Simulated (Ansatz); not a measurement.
Geometry optimisation, Ansatz, DFT PBE, scalar-relativistic, plane waves, PAW.

Input file:

```yaml
crystal:
  lattice:
    - [7.67918, 0.0, 0.0]
    - [3.83959, 6.650365, 0.0]
    - [0.0, 0.0, 17.418765]
  atoms:
    - { symbol: H, position: [0.1666667, 0.1666667, 0.0574094] }
    - { symbol: H, position: [0.6666667, 0.1666667, 0.0574094] }
    - { symbol: H, position: [0.1666667, 0.6666667, 0.0574094] }
    - { symbol: H, position: [0.6666667, 0.6666667, 0.0574094] }
    - { symbol: Si, position: [0.1666667, 0.1666667, 0.1435234] }
    - { symbol: Si, position: [0.6666667, 0.1666667, 0.1435234] }
    - { symbol: Si, position: [0.1666667, 0.6666667, 0.1435234] }
    - { symbol: Si, position: [0.6666667, 0.6666667, 0.1435234] }
    - { symbol: Si, position: [-0.1666667, 0.3333333, 0.1885181] }
    - { symbol: Si, position: [0.3333333, 0.3333333, 0.1885181] }
    - { symbol: Si, position: [-0.1666667, 0.8333333, 0.1885181] }
    - { symbol: Si, position: [0.3333333, 0.8333333, 0.1885181] }
    - { symbol: Si, position: [-0.1666667, 0.3333333, 0.3235024] }
    - { symbol: Si, position: [0.3333333, 0.3333333, 0.3235024] }
    - { symbol: Si, position: [-0.1666667, 0.8333333, 0.3235024] }
    - { symbol: Si, position: [0.3333333, 0.8333333, 0.3235024] }
    - { symbol: Si, position: [0.0, 0.0, 0.3684971] }
    - { symbol: Si, position: [0.5, 0.0, 0.3684971] }
    - { symbol: Si, position: [0.0, 0.5, 0.3684971] }
    - { symbol: Si, position: [0.5, 0.5, 0.3684971] }
    - { symbol: Co, position: [0.5697663, 0.0682842, 0.4970941], spin: 1.0 }
magnetization:
  spin_polarized: true
basis:
  ecutwfc: 420.0
kpoints:
  mp_grid: { grid: [2, 2, 1] }
hamiltonian:
  xc: pbe
  pseudopotentials: { kind: paw, azcp: { folder: soft_1 } }
scf:
  occupations: { method: fermi_dirac, width: 0.02 }
  lower_state_search: "off"
relax:
  f_tol: 0.03
  max_steps: 60
  adjacent_minimum: "off"
  constraints: [{ sites: [0, 1, 2, 3, 4, 5, 6, 7] }]
```

Command:

```bash
$ ansatz run input.yaml --threads 2 --pin off --max-ram 5120MiB --backend cpu --events-out ev --progress --plain --runs-dir out
```

Task: Where does it end, and by what steps?

Result: The forces met the threshold. Limits of this set-up: coarse k mesh, thin slab, slab without dipole correction. After 17 steps the energy has fallen by 2.746 eV; Co21 moved furthest, 2.37 Å. Joined: Si13–Co21 (4.64 → 2.47 Å), Si14–Co21 (3.59 → 2.47 Å), Si15–Co21 (3.58 → 2.47 Å), Si17–Co21 (3.80 → 2.18 Å), Si20–Co21 (3.81 → 2.18 Å).

```json
{"step": "0", "energy less start (eV)": "0.0000", "largest force component (eV/Å)": "1.090", "accepted": "yes"}
{"step": "1", "energy less start (eV)": "-0.1984", "largest force component (eV/Å)": "0.638", "accepted": "yes"}
{"step": "2", "energy less start (eV)": "-0.3273", "largest force component (eV/Å)": "0.390", "accepted": "yes"}
{"step": "3", "energy less start (eV)": "-0.4900", "largest force component (eV/Å)": "0.570", "accepted": "yes"}
{"step": "4", "energy less start (eV)": "-0.7158", "largest force component (eV/Å)": "0.715", "accepted": "yes"}
{"step": "5", "energy less start (eV)": "-0.9927", "largest force component (eV/Å)": "0.922", "accepted": "yes"}
{"step": "6", "energy less start (eV)": "-1.3137", "largest force component (eV/Å)": "1.031", "accepted": "yes"}
{"step": "7", "energy less start (eV)": "-1.6031", "largest force component (eV/Å)": "0.787", "accepted": "yes"}
{"step": "8", "energy less start (eV)": "-1.8117", "largest force component (eV/Å)": "0.921", "accepted": "yes"}
{"step": "9", "energy less start (eV)": "-2.0306", "largest force component (eV/Å)": "0.920", "accepted": "yes"}
{"step": "10", "energy less start (eV)": "-2.2285", "largest force component (eV/Å)": "0.788", "accepted": "yes"}
{"step": "11", "energy less start (eV)": "-2.5329", "largest force component (eV/Å)": "1.268", "accepted": "yes"}
{"step": "12", "energy less start (eV)": "-2.7021", "largest force component (eV/Å)": "0.330", "accepted": "yes"}
{"step": "13", "energy less start (eV)": "-2.7106", "largest force component (eV/Å)": "0.429", "accepted": "yes"}
{"step": "14", "energy less start (eV)": "-2.7415", "largest force component (eV/Å)": "0.089", "accepted": "yes"}
{"step": "15", "energy less start (eV)": "-2.7437", "largest force component (eV/Å)": "0.045", "accepted": "yes"}
{"step": "16", "energy less start (eV)": "-2.7448", "largest force component (eV/Å)": "0.038", "accepted": "yes"}
{"step": "17", "energy less start (eV)": "-2.7458", "largest force component (eV/Å)": "0.005", "accepted": "yes"}
```

```xyz
21
Lattice="7.6792 0.0000 0.0000 3.8396 6.6504 0.0000 0.0000 0.0000 17.4188" Properties=species:S:1:pos:R:3
H 1.920 1.108 1.000
H 5.759 1.108 1.000
H 3.840 4.434 1.000
H 7.679 4.434 1.000
Si 1.920 1.108 2.500
Si 5.759 1.108 2.500
Si 3.840 4.434 2.500
Si 7.679 4.434 2.500
Si 0.002 2.218 3.231
Si 3.837 2.218 3.231
Si 1.920 5.539 3.231
Si 5.759 5.542 3.383
Si -0.017 2.208 5.563
Si 3.852 2.208 5.562
Si 1.918 5.558 5.562
Si 5.755 5.541 5.879
Si -0.033 0.017 6.562
Si 3.867 0.016 6.553
Si 1.918 3.324 6.371
Si 5.757 3.289 6.560
Co 5.757 1.107 6.677
```

The run took 9.3 min on 2 threads of Intel(R) Xeon(R) Platinum 8259CL CPU @ 2.50GHz (Skylake/Cascade Lake), with other jobs on the host, peak memory 1.9 GiB.
